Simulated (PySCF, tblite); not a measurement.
# C7H16N2: geometry, infrared bands and NMR shifts

Wanted: the infrared bands and NMR shifts of C7H16N2 (`C=CCN(CCC)NC`), by calculation.

The runs use tblite 0.8.0 and PySCF 2.14.0, with density-fitted response routines of our own; the level of theory stands in each step. All values are computed, except where a source is named. Atoms count from 0, in the outputs and in this text.

**1. Starting geometry**

25 atoms, charge 0, multiplicity 1; geometry from: force field or distance geometry start.

Bonds of the start (Å): C0–C1 1.35, C1–C2 1.49, C2–N3 1.50, N3–C4 1.48, C4–C5 1.54, C5–C6 1.52, N3–N7 1.46, N7–C8 1.46, C0–H9 1.08, C0–H10 1.08, C1–H11 1.09, C2–H12 1.11, C2–H13 1.10, C4–H14 1.10, C4–H15 1.10, C5–H16 1.09, C5–H17 1.10, C6–H18 1.10, C6–H19 1.09, C6–H20 1.09, N7–H21 1.02, C8–H22 1.11, C8–H23 1.10, C8–H24 1.10.

**2. Relaxing the molecule with GFN2-xTB**

The job: settings as JSON, then the geometry in Å.

```
{"job": {"kind": "relax", "xc": "GFN2-xTB", "basis": "xTB"}, "charge": 0, "multiplicity": 1}
C      3.639600    -1.049300     0.537100
C      2.457200    -0.641800     1.046900
C      1.121000    -1.156400     0.626600
N      0.189800    -0.041300     0.254900
C     -1.156800    -0.610800     0.012100
C     -2.238300     0.474200    -0.132200
C     -3.616700    -0.135500    -0.287100
N      0.659600     0.631100    -0.956100
C      0.851200     2.041100    -0.650000
H      3.677200    -1.786400    -0.251200
H      4.564600    -0.639000     0.902800
H      2.456400     0.090300     1.855700
H      0.692100    -1.699100     1.489300
H      1.210600    -1.871100    -0.205600
H     -1.153500    -1.239400    -0.887000
H     -1.443500    -1.247100     0.863100
H     -2.036400     1.112600    -0.997900
H     -2.226700     1.116200     0.755900
H     -3.875900    -0.746700     0.593300
H     -4.366700     0.650000    -0.374500
H     -3.672000    -0.764600    -1.171100
H      1.552400     0.257300    -1.275400
H      1.616600     2.197900     0.132400
H     -0.091000     2.510300    -0.322100
H      1.178300     2.571700    -1.550600
```

Command:

```sh
$ OMP_NUM_THREADS=1 python probes_run.py task.json out
```

One launch serves the whole session: the jobs run in the order shown.

**Question.** This job is followed by: GFN2-xTB harmonic vibrations, gas phase; GIAO PBE0/pcSseg-1 NMR shielding, non-relativistic, gas phase. What will the session give for the following? strongest single infrared mode (GFN2-xTB); zero-point energy (GFN2-xTB); 13C shifts against TMS (PBE0/pcSseg-1); 1H shifts against TMS (PBE0/pcSseg-1, means over atoms taken as alike); 15N shifts against NH3 (PBE0/pcSseg-1).

**Answer**, as computed:

| quantity | value |
| --- | --- |
| strongest single infrared mode (GFN2-xTB) | 2818 cm⁻¹, 119 km/mol |
| zero-point energy (GFN2-xTB) | 139.2 kcal/mol |
| 13C shifts against TMS (PBE0/pcSseg-1) | 150.8, 121.8, 71.8, 67.3, 42.7, 26.1, 13.4 ppm |
| 1H shifts against TMS (PBE0/pcSseg-1, means over atoms taken as alike) | 6.69, 5.57, 5.25, 3.27, 2.78, 2.26, 1.91, 1.06, 0.93 ppm |
| 15N shifts against NH3 (PBE0/pcSseg-1) | 115.8, 105.0 ppm |

What this shows: The optimisation took 105 steps and gained 0.230 eV; among the close pairs (by a distance rule), N3–N7 changed most, from 1.463 to 1.415 Å. No mode is imaginary among the 69: a minimum at this level. The strongest single mode, at 2818 cm⁻¹, moves mainly H14. Unscaled tight-binding wavenumbers are off by several per cent, some by more. Its intensities can rank the bands wrongly. The most deshielded carbon is C1 (alkene CH), at 150.8 ppm: an sp2 carbon of a C=C bond. The most deshielded hydrogen is H11 (hydrogen on an alkene CH), at 6.69 ppm: olefinic region. At PBE0/pcSseg-1: Shielding is most anisotropic at C1 (span 243 ppm, paramagnetic term -220 ppm).
